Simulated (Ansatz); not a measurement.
# C2H9AlOSi: the cost of one run

Method: RKS LDA/def2-SVP, in Ansatz 0.2.0.

## (1) The starting structure

Bond lengths: C1–Al2 1.925 Å, Al2–O3 1.826 Å, O3–Si4 1.712 Å, Si4–C5 1.926 Å, C1–H6 1.155 Å, C1–H7 1.136 Å, C1–H8 1.074 Å, Al2–H9 1.619 Å, Si4–H10 1.393 Å, Si4–H11 1.507 Å, C5–H12 1.107 Å, C5–H13 1.133 Å, C5–H14 1.069 Å. Angles (14 of 22 angles, heavy atoms first): C1–Al2–O3 119.2°, Al2–O3–Si4 109.7°, O3–Si4–C5 107.7°, C1–Al2–H9 119.7°, O3–Al2–H9 121.1°, Al2–C1–H6 111.9°, Al2–C1–H7 110.9°, Al2–C1–H8 112.7°, O3–Si4–H10 112.4°, O3–Si4–H11 110.0°, C5–Si4–H10 109.3°, C5–Si4–H11 106.8°, Si4–C5–H12 109.3°, Si4–C5–H13 109.9°.

Structure file:

```xyz
14

C    -1.6630    0.8378    1.3447
Al    0.0855    0.1264    1.7214
O     1.4761    0.5449    0.6150
Si    1.5935   -0.6225   -0.6311
C     0.2407   -0.2194   -1.9408
H    -1.6513    1.5504    0.4359
H    -2.0331    1.4798    2.2058
H    -2.3849    0.0714    1.1335
H     0.2971   -0.8447    2.9992
H     2.8447   -0.6192   -1.2445
H     1.2797   -1.9921   -0.0865
H    -0.7572   -0.2695   -1.4643
H     0.3659    0.8445   -2.3106
H     0.2932   -0.9170   -2.7487
```

## (2) Relaxing end A

Input file input.yaml:

```yaml
crystal:
  periodic: [false, false, false]
  atoms:
    - { symbol: C, position_ang: [-1.663, 0.8378, 1.3447] }
    - { symbol: Al, position_ang: [0.0855, 0.1264, 1.7214] }
    - { symbol: O, position_ang: [1.4761, 0.5449, 0.615] }
    - { symbol: Si, position_ang: [1.5935, -0.6225, -0.6311] }
    - { symbol: C, position_ang: [0.2407, -0.2194, -1.9408] }
    - { symbol: H, position_ang: [-1.6513, 1.5504, 0.4359] }
    - { symbol: H, position_ang: [-2.0331, 1.4798, 2.2058] }
    - { symbol: H, position_ang: [-2.3849, 0.0714, 1.1335] }
    - { symbol: H, position_ang: [0.2971, -0.8447, 2.9992] }
    - { symbol: H, position_ang: [2.8447, -0.6192, -1.2445] }
    - { symbol: H, position_ang: [1.2797, -1.9921, -0.0865] }
    - { symbol: H, position_ang: [-0.7572, -0.2695, -1.4643] }
    - { symbol: H, position_ang: [0.3659, 0.8445, -2.3106] }
    - { symbol: H, position_ang: [0.2932, -0.917, -2.7487] }
basis:
  gaussian: { orbitals: def2-SVP }
hamiltonian:
  xc: lda
relax:
  f_tol: 0.02
  max_steps: 50
```

Command:

```console
$ ansatz run input.yaml --threads 2 --pin off --max-ram 3072MiB --backend cpu --events-out ev --progress --plain --runs-dir out
```

**Question.** How long does this run take on 2 threads of Arm Neoverse V1, shared host, and how much memory does it need?

About 70 s, with a peak of 0.16 GiB.
